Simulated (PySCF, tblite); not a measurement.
# C₄H₁₀O₃SSi: geometry, infrared bands and NMR shifts

Wanted: the infrared bands and NMR shifts of C₄H₁₀O₃SSi (`O=S(=O)(O)[C@H]1CC[SiH2]C1`), by calculation.

The runs use tblite 0.8.0 and PySCF 2.14.0, with density-fitted response routines of our own; the level of theory stands in each step. All values are computed, except where a source is named. Atoms are numbered from 0 throughout.

## Step 1: Starting geometry

19 atoms, charge 0, multiplicity 1; geometry from: force field or distance geometry start.

Bonds of the start (Å): O0–S1 1.46, S1–O2 1.44, S1–O3 1.62, S1–C4 1.80, C4–C5 1.54, C5–C6 1.54, C6–Si7 1.90, Si7–C8 1.92, C8–C4 1.55, O3–H9 0.98, C4–H10 1.10, C5–H11 1.10, C5–H12 1.10, C6–H13 1.10, C6–H14 1.10, Si7–H15 1.48, Si7–H16 1.49, C8–H17 1.10, C8–H18 1.09.

## Step 2: Relaxing the molecule with GFN2-xTB

Job settings and geometry (Å):

```
{"job": {"kind": "relax", "xc": "GFN2-xTB", "basis": "xTB"}, "charge": 0, "multiplicity": 1}
O      2.637200    -1.165500     0.876700
S      1.861300     0.007900     0.488600
O      1.421300     0.973100     1.467600
O      2.750000     0.842800    -0.574200
C      0.520400    -0.482100    -0.601300
C     -0.468900    -1.442900     0.087300
C     -1.417400    -0.630800     0.987900
Si    -1.738700     0.994600     0.053800
C     -0.272000     0.721200    -1.161100
H      2.945600     1.710900    -0.167100
H      1.019100    -1.007800    -1.433300
H     -1.055700    -1.965300    -0.677000
H      0.046000    -2.211500     0.683500
H     -0.936700    -0.408800     1.947700
H     -2.347000    -1.175200     1.186800
H     -1.561800     2.192800     0.908800
H     -3.028800     0.953800    -0.687700
H     -0.703300     0.464400    -2.139100
H      0.319700     1.637700    -1.255600
```

Launch:

```bash
> OMP_NUM_THREADS=1 python probes_run.py task.json out
```

This one command runs all jobs of the session in turn.

**Question.** This job is followed by: GFN2-xTB harmonic vibrations, gas phase; GIAO PBE0/pcSseg-1 NMR shielding, non-relativistic, gas phase. Predict these results of the whole session: strongest single infrared mode (GFN2-xTB); zero-point energy (GFN2-xTB); ¹³C shifts against TMS (PBE0/pcSseg-1); ¹H shifts against TMS (PBE0/pcSseg-1); ¹⁷O shifts against H2O (PBE0/pcSseg-1); ³³S shifts against CS2 (PBE0/pcSseg-1); ²⁹Si shifts against TMS (PBE0/pcSseg-1); surface potential, 1st and 99th percentile.

**Answer**, as computed:

| quantity | value |
| --- | --- |
| strongest single infrared mode (GFN2-xTB) | 1258 cm⁻¹, 488 km/mol |
| zero-point energy (GFN2-xTB) | 87.4 kcal/mol |
| ¹³C shifts against TMS (PBE0/pcSseg-1) | 68.8, 29.5, 11.8, 8.1 ppm |
| ¹H shifts against TMS (PBE0/pcSseg-1) | 4.56, 4.26, 4.22, 3.75, 2.70, 1.63, 1.30, 1.18, 1.03, 0.96 ppm |
| ¹⁷O shifts against H2O (PBE0/pcSseg-1) | 238.9, 227.2, 198.5 ppm |
| ³³S shifts against CS2 (PBE0/pcSseg-1) | 346 ppm |
| ²⁹Si shifts against TMS (PBE0/pcSseg-1) | -34.0 ppm |
| surface potential, 1st and 99th percentile | -1.46 V and 2.65 V |

What this shows: Over 77 steps the energy fell by 0.350 eV; of the close pairs, C4–C8 changed most, 1.546 to 1.510 Å. No mode is imaginary among the 51: a minimum at this level. The strongest single mode, at 1258 cm⁻¹, moves mainly S1 and O0. GFN2-xTB is a fitted tight-binding method: band positions and strengths are rough. Its intensities can rank the bands wrongly. At PBE0/pcSseg-1: The largest span, 292 ppm, is at S1, where the paramagnetic term is -894 ppm.
